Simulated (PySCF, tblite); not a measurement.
# C₅H₁₀BFO: geometry, infrared bands and NMR shifts

What infrared bands and NMR shifts should C₅H₁₀BFO (`C=C(F)BCOCC`) show?

The runs use tblite 0.8.0 and PySCF 2.14.0, with density-fitted response routines of our own; the level of theory stands in each step. All values are computed, except where a source is named. Atoms are numbered from 0 throughout.

### 1 Starting geometry

18 atoms, charge 0, multiplicity 1; geometry from: force field or distance geometry start.

Bonds of the start (Å): C0–C1 1.33, C1–F2 1.38, C1–B3 1.56, B3–C4 1.56, C4–O5 1.42, O5–C6 1.40, C6–C7 1.49, C0–H8 1.10, C0–H9 1.08, B3–H10 1.20, C4–H11 1.12, C4–H12 1.13, C6–H13 1.11, C6–H14 1.11, C7–H15 1.10, C7–H16 1.12, C7–H17 1.14.

### 2 Optimising the geometry with GFN2-xTB

The job: settings as JSON, then the geometry in Å.

```
{"job": {"kind": "relax", "xc": "GFN2-xTB", "basis": "xTB"}, "charge": 0, "multiplicity": 1}
C      2.621800     0.671200     0.634200
C      2.736800    -0.064100    -0.468900
F      3.993000    -0.210500    -1.023000
B      1.545600    -0.794200    -1.153500
C      0.174800    -0.887600    -0.422700
O     -0.596200     0.300200    -0.474600
C     -1.740800    -0.089100     0.239800
C     -2.749600     1.006100     0.362800
H      1.662500     0.825300     1.140800
H      3.510700     1.141100     1.036000
H      1.738300    -1.458900    -2.132900
H     -0.411900    -1.748300    -0.822200
H      0.243700    -1.081600     0.688000
H     -2.180800    -0.997800    -0.222000
H     -1.386700    -0.353900     1.261700
H     -2.992000     1.523300    -0.574000
H     -2.475500     1.717700     1.186200
H     -3.702400     0.507400     0.732900
```

Launch:

```sh
OMP_NUM_THREADS=1 python probes_run.py task.json out
```

The driver reads the jobs from task.json and runs them one after another.

**Question.** This job is followed by: GFN2-xTB harmonic vibrations, gas phase; GIAO PBE0/pcSseg-1 NMR shielding, non-relativistic, gas phase. What will the session give for the following? strongest single infrared mode (GFN2-xTB); zero-point energy (GFN2-xTB); 13C shifts against TMS (PBE0/pcSseg-1); 1H shifts against TMS (PBE0/pcSseg-1, means over atoms taken as alike); 19F shifts against CFCl3 (PBE0/pcSseg-1); 11B shifts against BF3·OEt2 (PBE0/pcSseg-1); 17O shifts against H2O (PBE0/pcSseg-1).

The runs gave:

```
                                                              quantity                                   value
                             strongest single infrared mode (GFN2-xTB)                   1089 cm⁻¹, 195 km/mol
                                          zero-point energy (GFN2-xTB)                           88.6 kcal/mol
                                13C shifts against TMS (PBE0/pcSseg-1)      184.7, 137.1, 78.5, 73.7, 18.1 ppm
1H shifts against TMS (PBE0/pcSseg-1, means over atoms taken as alike)  7.27, 6.74, 6.49, 4.23, 3.52, 1.32 ppm
                              19F shifts against CFCl3 (PBE0/pcSseg-1)                               -93.3 ppm
                           11B shifts against BF3·OEt2 (PBE0/pcSseg-1)                                67.7 ppm
                                17O shifts against H2O (PBE0/pcSseg-1)                                42.8 ppm
```

Relaxing lowered the energy by 0.734 eV in 151 steps; the close pair that moved most is C7–H17, from 1.137 to 1.086 Å. No mode is imaginary among the 48: a minimum at this level. The strongest single mode, at 1089 cm⁻¹, is spread over several atoms, C6, B3, C1, C7 among them. Unscaled tight-binding wavenumbers are off by several per cent, some by more. Its intensities can rank the bands wrongly. At PBE0/pcSseg-1: Shielding is most anisotropic at C0 (span 217 ppm, paramagnetic term -208 ppm).
